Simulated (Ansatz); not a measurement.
**C2H4O2Si: one species, many methods**

How much do the methods differ for C2H4O2Si? The plan is to run it at one geometry with functionals of several rungs and with coupled cluster. The yardstick is the atomisation energy at the CCSD(T) limit.

The runs use Ansatz 0.2.0, Gaussian basis; functionals in def2-TZVPP, the program's frozen cores in correlated methods.

The runs, in order: LDA (SPW92), PBE-D4, revPBE-D4, BLYP-D4, r2SCAN-D4, B97M-V, PBE0-D4, B3LYP-D4, r2SCANh-D4, r2SCAN0-D4, HSE06-D4, BHLYP-D4, CAM-B3LYP-D4, LC-ωPBE, ωB97X-V, ωB97M-V, B2PLYP, PBE-QIDH; CCSD(T)/def2-SVP; CCSD(T)/def2-TZVPP; MP2/def2-QZVPP; extrapolation to the limit; RPA on PBE.

## Step 1: Structure used throughout

The geometry comes from an earlier relaxation with PBE0-D4 in a triple-zeta def2 set; it is a stationary point, not always the lowest conformer.

SMILES `O=C1C[SiH]1O`, 9 atoms, charge 0, spin multiplicity 1.

Atoms are counted from 1 here; the program's logs count them from 0.

Bond lengths: O1–C2 1.197 Å, C2–C3 1.498 Å, C2–Si4 1.865 Å, C3–Si4 1.897 Å, C3–H6 1.097 Å, C3–H7 1.088 Å, Si4–O5 1.634 Å, Si4–H8 1.477 Å, O5–H9 0.959 Å. Angles: O1–C2–C3 134.0°, O1–C2–Si4 150.3°, C3–C2–Si4 67.7°, C2–C3–Si4 65.4°, C2–C3–H6 111.9°, C2–C3–H7 120.2°, Si4–C3–H6 101.0°, Si4–C3–H7 137.8°, H6–C3–H7 112.3°, C2–Si4–C3 46.9°, C2–Si4–O5 123.5°, C2–Si4–H8 126.6°, C3–Si4–O5 126.5°, C3–Si4–H8 114.0°, O5–Si4–H8 107.2°, Si4–O5–H9 118.7°.

## Step 2: LDA

This LDA is Slater exchange with PW92 correlation.

File in.yaml:

```yaml
crystal:
  periodic: [false, false, false]
  atoms:
    - {symbol: O, position_ang: [0.858961, -1.781221, 1.257297]}
    - {symbol: C, position_ang: [0.541212, -1.035535, 0.376187]}
    - {symbol: C, position_ang: [1.123483, 0.228842, -0.178333]}
    - {symbol: Si, position_ang: [-0.741233, 0.027339, -0.461894]}
    - {symbol: O, position_ang: [-1.935422, 0.800768, 0.340856]}
    - {symbol: H, position_ang: [1.505770, 0.090699, -1.197393]}
    - {symbol: H, position_ang: [1.785434, 0.840600, 0.431908]}
    - {symbol: H, position_ang: [-1.130726, -0.021103, -1.885403]}
    - {symbol: H, position_ang: [-1.918879, 0.803211, 1.299675]}
basis:
  gaussian: {orbitals: def2-TZVPP}
hamiltonian: {xc: lda}
output: {orbitals: {seedname: orbitals}}
```

Command:

```sh
ansatz run in.yaml --threads 2 --pin off --events-out ev --progress --plain --max-ram 4352MiB
```

The runs that follow: PBE-D4 (GGA); revPBE-D4 (GGA); BLYP-D4 (GGA); r2SCAN-D4 (meta-GGA); B97M-V (meta-GGA); PBE0-D4 (hybrid); B3LYP-D4 (hybrid); r2SCANh-D4 (hybrid); r2SCAN0-D4 (hybrid); HSE06-D4 (hybrid); BHLYP-D4 (hybrid); CAM-B3LYP-D4 (range-separated); LC-ωPBE (range-separated); ωB97X-V (range-separated); ωB97M-V (range-separated); B2PLYP (double hybrid); PBE-QIDH (double hybrid); CCSD(T) in def2-SVP; CCSD(T) in def2-TZVPP; MP2 in def2-QZVPP; RPA on PBE orbitals.

Q: Predict the results of all the runs planned. Wanted: atomisation energy, CCSD(T)/CBS; farthest beyond LDA; mean size of error, GGA; mean size of error, meta-GGA; mean size of error, hybrid; mean size of error, range-separated; mean size of error, double hybrid; gap, smallest and largest; T1 diagnostic.

**Answer**, as computed:

```
                               quantity                                                                                        value
        atomisation energy, CCSD(T)/CBS                                                                               857.1 kcal/mol
functionals within 4.3 kcal/mol (0.5 %)  revPBE-D4, PBE0-D4, B3LYP-D4, r2SCANh-D4, HSE06-D4, CAM-B3LYP-D4, LC-ωPBE, ωB97X-V, ωB97M-V
                    farthest beyond LDA                                                                    BHLYP-D4 (-40.7 kcal/mol)
                mean size of error, GGA                                                                                13.2 kcal/mol
           mean size of error, meta-GGA                                                                                 5.8 kcal/mol
             mean size of error, hybrid                                                                                11.3 kcal/mol
    mean size of error, range-separated                                                                                 2.0 kcal/mol
      mean size of error, double hybrid                                                                                 8.0 kcal/mol
              gap, smallest and largest                                                     2.41 eV (LDA (SPW92)), 9.82 eV (LC-ωPBE)
                          T1 diagnostic                                                                                       0.0158
triples share of the correlation energy                                                                                        4.3 %
```

In words: The LDA atomisation energy is off by 149.7 kcal/mol (17 %): it overbinds. PBE-D4 misses by +30.5 kcal/mol. Double hybrids carry the basis error of their MP2 part in triple zeta, and no dispersion term here, so their miss is partly the set-up's. By mean error the best rung here is range-separated (2.0 kcal/mol) and the worst beyond LDA is GGA (13.2 kcal/mol). The reference freezes the cores and leaves out relativity and excitations past (T), so misses under about 4.3 kcal/mol can't be ranked. Hartree-Fock recovers 68 % of the binding; the rest is correlation. CCSD(T) in def2-SVP is off by -59.0 kcal/mol, more than most functionals: a good method in a small basis is no reference. Orbital gaps span 2.4 to 9.8 eV; exact exchange widens them.
